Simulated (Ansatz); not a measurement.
# NaWSe3: the cost of one run

Method: DFT PBE, scalar-relativistic, plane waves, PAW, in Ansatz 0.2.0.

3 further runs of the same task are left out: 1 that didn't finish, 2 set aside as unsound or not needed.

## Step 1: The structure to begin with

It takes space group Cmmm (No. 65, orthorhombic). Conventional cell: a = 5.601 Å, b = 7.127 Å, c = 5.912 Å, α = 90.00°, β = 90.00°, γ = 90.00°. Around Na (site symmetry mmm) lie 6 Se at 2.80 to 3.17 Å. W (site symmetry mmm) is surrounded by 8 Se at 2.43 to 3.02 Å. Around Se (site symmetry m2m) lie 3 Se at 2.27 to 3.08 Å and 3 W at 2.43 to 3.02 Å and 2 Na at 3.17 Å. Around Se (site symmetry mmm) lie 2 Na at 2.80 Å and 2 W at 2.96 Å.

As a file:

```xyz
5
Lattice="2.8003 -3.5636 0.0000 2.8003 3.5636 0.0000 0.0000 0.0000 5.9118" Properties=species:S:1:pos:R:3 pbc="T T T"
Na    2.8003    0.0000    2.9559
W     0.0000    0.0000    0.0000
Se    2.8003   -1.1353    0.0000
Se    2.8003    1.1353    0.0000
Se    0.0000    0.0000    2.9559
```

Recipe of the guess: random cell by space group and Wyckoff sites (Cmmm, No. 65). Its size is a rough estimate.

## Step 2: Probe: one point on a coarse mesh

input.yaml reads:

```yaml
crystal:
  lattice:
    - [2.80028239, -3.56361415, 0.0]
    - [2.80028239, 3.56361415, 0.0]
    - [0.0, 0.0, 5.91180934]
  atoms:
    - { symbol: Na, position: [0.5, 0.5, 0.5] }
    - { symbol: W, position: [0.0, 0.0, 0.0] }
    - { symbol: Se, position: [0.65929514, 0.34070486, 0.0] }
    - { symbol: Se, position: [0.34070486, 0.65929514, 0.0] }
    - { symbol: Se, position: [0.0, 0.0, 0.5] }
basis:
  ecutwfc: 420
kpoints:
  mp_grid: { grid: [4, 4, 4] }
hamiltonian:
  xc: pbe
scf:
  occupations: { method: gaussian, width: 0.1 }
  lower_state_search: "off"
output:
  forces: true
  stress: true
  eigenvalues: true
```

Run with:

```
ansatz run input.yaml --threads 1 --pin off --max-ram 2560MiB --backend cpu --events-out ev --progress --plain --runs-dir out
```

**Question.** How long does this run take on 1 thread of Arm Neoverse V1, shared host, and how much memory does it need?

About 7.4 s, with a peak of 0.4 GiB.
